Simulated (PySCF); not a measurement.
# Tl(SH)3: other functionals and bases at one geometry

An exercise on one series of results from a longer session: the logs are not shown, and one member is left open.

The runs use PySCF 2.14.0; several levels, as the steps say, no spin–orbit coupling.

1 further run of the same task is left out (for a known fault of the program).

## The starting structure

7 atoms, charge 0, spin multiplicity 1.

Bond lengths: Tl1–S2 2.461 Å, Tl1–S4 2.461 Å, Tl1–S6 2.461 Å, S2–H3 1.352 Å, S4–H5 1.352 Å, S6–H7 1.352 Å. Angles: S2–Tl1–S4 120.0°, S2–Tl1–S6 120.0°, S4–Tl1–S6 120.0°, Tl1–S2–H3 93.0°, Tl1–S4–H5 93.0°, Tl1–S6–H7 93.0°.

Geometry (Å):

```tsv
atom	x (Å)	y (Å)	z (Å)
Tl1	0.0000	0.0000	0.5274
S2	2.4068	-0.5160	0.5271
H3	2.7585	0.7896	0.5312
S4	-0.7565	2.3423	0.5271
H5	-2.0631	1.9942	0.5312
S6	-1.6503	-1.8263	0.5271
H7	-0.6955	-2.7838	0.5312
```

Formal oxidation states: Tl +3. An earlier session relaxed this geometry at PBE0, Tl def2-SVP with ECP60, S def2-SVP, H def2-SVP (singlet, point group C3h).

At PBE0 on the finer grid: E = -1368.155169 Eh, HOMO -7.41 eV, LUMO -2.56 eV, Mulliken charge on Tl1 +0.42 e, largest force component 0.012 eV/Å. 

Levels to run: PBE; TPSS; PBE0, TZVP. Hardware: 2 threads of Arm Neoverse V2, shared host.

Set-up of the first run:

Input file run.py (the lines that set the calculation):

```python
mol = gto.M(atom='''
Tl     0.00000     0.00000     0.52741
S      2.40676    -0.51604     0.52705
H      2.75854     0.78961     0.53115
S     -0.75647     2.34233     0.52705
H     -2.06309     1.99416     0.53115
S     -1.65028    -1.82629     0.52705
H     -0.69545    -2.78376     0.53115''',
    basis={'Tl': 'def2-SVP', 'S': 'def2-SVP', 'H': 'def2-SVP'},
    ecp={'Tl': 'def2-SVP'},
    charge=0, spin=0)
mf = dft.RKS(mol, xc='PBE')
mf.grids.atom_grid = (75, 302)
mf = mf.density_fit()  # fitting sets: Tl def2-universal-JKFIT, S def2-universal-JKFIT, H def2-universal-JKFIT
mf.conv_tol = 1e-08; mf.max_cycle = 55
mf.kernel(dm0)  # dm0: the density of the relaxed state
```

Run with:

```bash
$ OMP_NUM_THREADS=2 python run.py
```

Steps of the session up to this table: PBE; TPSS; PBE0, TZVP.

One of the session's tables, all rows but one given; the rest of the session is left out.

```
              level  HOMO (eV)  gap (eV)  charge on Tl1 (e)  largest force component (eV/Å)
PBE0 (relaxed here)      -7.41      4.85               0.42                            0.01
                PBE          ?         ?                  ?                               ?
               TPSS      -6.29      3.02               0.40                            0.36
         PBE0, TZVP      -7.57      4.84               0.67                            0.38
```

**Question.** Estimate the row for PBE.

The run gave: HOMO (eV): -6.12; gap (eV): 2.83; charge on Tl1 (e): 0.32; largest force component (eV/Å): 0.45. In the column «HOMO (eV)» it is the highest.

In one basis the HOMO–LUMO gap runs from 2.83 eV (PBE) to 4.85 eV (PBE0). The largest leftover force, 0.45 eV/Å with PBE, stands at a geometry relaxed at another level. Total energies of different levels can't be compared.
